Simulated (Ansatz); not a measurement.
# Alloy of GaAs and GaN (8 of 32 As sites exchanged), 64 atoms

Aim: relax the alloy cell and compare the gap by PBEsol and HSE06 with spin–orbit coupling.

Program: Ansatz 0.2.0, PAW, plane waves. These are calculated values, not measurements.

## Step 1: Starting point

64 atoms (32 Ga, 24 As, 8 N); a = 10.739 Å, b = 10.739 Å, c = 10.739 Å, α = 90.00°, β = 90.00°, γ = 90.00°. All atoms were shaken off their sites by about 0.02 Å along each axis.

Steps to follow: (2) PBEsol cell relaxation at the single k point (¼, ¼, ¼), on 1 × NVIDIA GB300 Max-Q with 8 threads of Arm Neoverse-V2; (3) HSE06 with spin–orbit coupling single point at the Γ point alone, on 1 × NVIDIA GB300 Max-Q with 8 threads of Arm Neoverse-V2.

## Step 2: PBEsol relaxation of the cell and the positions

Input file in.yaml:

```yaml
crystal:
  lattice:
    - [10.739060, 0.000000, 0.000000]
    - [0.000000, 10.739060, 0.000000]
    - [0.000000, 0.000000, 10.739060]
  atoms:
    - { symbol: Ga, position: [0.001739, 0.996102, 0.998933] }
    - { symbol: Ga, position: [0.003279, 0.998872, 0.495638] }
    - { symbol: Ga, position: [0.996022, 0.502536, 0.999030] }
    - { symbol: Ga, position: [0.998781, 0.498899, 0.500796] }
    - { symbol: Ga, position: [0.498816, 0.002040, 0.999737] }
    - { symbol: Ga, position: [0.496960, 0.002702, 0.503745] }
    - { symbol: Ga, position: [0.501809, 0.500301, 0.000829] }
    - { symbol: Ga, position: [0.497073, 0.500561, 0.495553] }
    - { symbol: Ga, position: [0.247785, 0.251615, 0.998492] }
    - { symbol: Ga, position: [0.249430, 0.248604, 0.499261] }
    - { symbol: Ga, position: [0.250791, 0.752636, 0.001711] }
    - { symbol: Ga, position: [0.248549, 0.753701, 0.498440] }
    - { symbol: Ga, position: [0.749715, 0.252163, 0.000867] }
    - { symbol: Ga, position: [0.751929, 0.251426, 0.501242] }
    - { symbol: Ga, position: [0.749476, 0.750330, 0.998260] }
    - { symbol: Ga, position: [0.752372, 0.748233, 0.499527] }
    - { symbol: Ga, position: [0.247584, 0.001555, 0.251056] }
    - { symbol: Ga, position: [0.250163, 0.999303, 0.750324] }
    - { symbol: Ga, position: [0.247451, 0.498090, 0.247993] }
    - { symbol: Ga, position: [0.251559, 0.498220, 0.750075] }
    - { symbol: Ga, position: [0.746959, 0.002792, 0.247346] }
    - { symbol: Ga, position: [0.750278, 0.997898, 0.749780] }
    - { symbol: Ga, position: [0.750117, 0.498037, 0.248403] }
    - { symbol: Ga, position: [0.746332, 0.499575, 0.746478] }
    - { symbol: Ga, position: [0.998548, 0.250332, 0.246500] }
    - { symbol: Ga, position: [0.998902, 0.248596, 0.750008] }
    - { symbol: Ga, position: [0.999111, 0.749742, 0.253436] }
    - { symbol: Ga, position: [0.999694, 0.747572, 0.750649] }
    - { symbol: Ga, position: [0.501631, 0.253152, 0.246901] }
    - { symbol: Ga, position: [0.499385, 0.251271, 0.750576] }
    - { symbol: Ga, position: [0.497143, 0.749078, 0.250245] }
    - { symbol: Ga, position: [0.498598, 0.751286, 0.750685] }
    - { symbol: As, position: [0.124044, 0.127132, 0.124126] }
    - { symbol: As, position: [0.129071, 0.125187, 0.624053] }
    - { symbol: As, position: [0.120770, 0.624767, 0.625202] }
    - { symbol: As, position: [0.625521, 0.125133, 0.125886] }
    - { symbol: As, position: [0.625913, 0.127225, 0.623323] }
    - { symbol: As, position: [0.625569, 0.624984, 0.126248] }
    - { symbol: As, position: [0.625084, 0.624301, 0.627788] }
    - { symbol: As, position: [0.373335, 0.377515, 0.624325] }
    - { symbol: As, position: [0.374017, 0.871798, 0.123240] }
    - { symbol: As, position: [0.377193, 0.872901, 0.623159] }
    - { symbol: As, position: [0.873162, 0.375205, 0.123985] }
    - { symbol: As, position: [0.873559, 0.875126, 0.627112] }
    - { symbol: As, position: [0.375088, 0.121993, 0.376457] }
    - { symbol: As, position: [0.376471, 0.627505, 0.374698] }
    - { symbol: As, position: [0.377134, 0.620841, 0.875419] }
    - { symbol: As, position: [0.876666, 0.126255, 0.372876] }
    - { symbol: As, position: [0.873904, 0.623558, 0.374728] }
    - { symbol: As, position: [0.877536, 0.626556, 0.875402] }
    - { symbol: As, position: [0.125323, 0.373034, 0.376569] }
    - { symbol: As, position: [0.122859, 0.874026, 0.872450] }
    - { symbol: As, position: [0.622901, 0.377597, 0.370623] }
    - { symbol: As, position: [0.625761, 0.375976, 0.875855] }
    - { symbol: As, position: [0.622198, 0.872470, 0.378545] }
    - { symbol: As, position: [0.623968, 0.877729, 0.874117] }
    - { symbol: N, position: [0.126774, 0.625775, 0.122241] }
    - { symbol: N, position: [0.373714, 0.375297, 0.126837] }
    - { symbol: N, position: [0.874407, 0.373266, 0.627150] }
    - { symbol: N, position: [0.876688, 0.877305, 0.125497] }
    - { symbol: N, position: [0.376750, 0.124067, 0.874402] }
    - { symbol: N, position: [0.875606, 0.122703, 0.875611] }
    - { symbol: N, position: [0.124218, 0.375132, 0.876741] }
    - { symbol: N, position: [0.124108, 0.873266, 0.375511] }
  symmetry: { detect: false }
kpoints:
  mp_grid: { grid: [1, 1, 1], shift: [0.25, 0.25, 0.25] }
hamiltonian:
  xc: pbesol
scf:
  occupations: { method: fermi_dirac, width: 0.01 }
relax:
  f_tol: 0.03
  max_steps: 80
  escape_saddle: false
  adjacent_minimum: "off"
  cell: { fix: [shape] }
output:
  forces: true
  eigenvalues: true
  populations: true
```

On the command line:

```console
$ ansatz run in.yaml --threads 8 --pin off --max-ram 118750MiB --runs-dir r --events-out ev --progress --plain --backend cuda --devices 0,
```

Further steps of the session: HSE06 with spin–orbit coupling on the final geometry.

Q: Predict the outcome of this session. Wanted: for each run, top filled to lowest empty.

As calculated:

```
                         level           time   k points  top filled to lowest empty (eV)
            PBEsol, relaxation     14 s (GPU)  (¼, ¼, ¼)                             0.44
HSE06 with spin–orbit coupling  9.2 min (GPU)          Γ                             0.28
```

```
     quantity                                                                         value
   relaxation                                             8 recorded steps, 14.88 eV gained
largest shift                                                                 0.46 Å (Ga22)
 relaxed cell  a = 10.737 Å, b = 10.737 Å, c = 10.737 Å, α = 90.00°, β = 90.00°, γ = 90.00°
   mean bonds                                                     As–Ga 2.426, Ga–N 2.069 Å
```

**What this shows.** Relaxation gains 14.88 eV, with shifts up to 0.46 Å (Ga22), while the volume changes by -0.1 %. The mean lengths of the listed bonds run from Ga–N 2.07 Å to As–Ga 2.43 Å. Rows on different k points differ by sampling as well as by level. With one k point the spacing samples only the states that fold onto it, so it can exceed the gap over the zone.
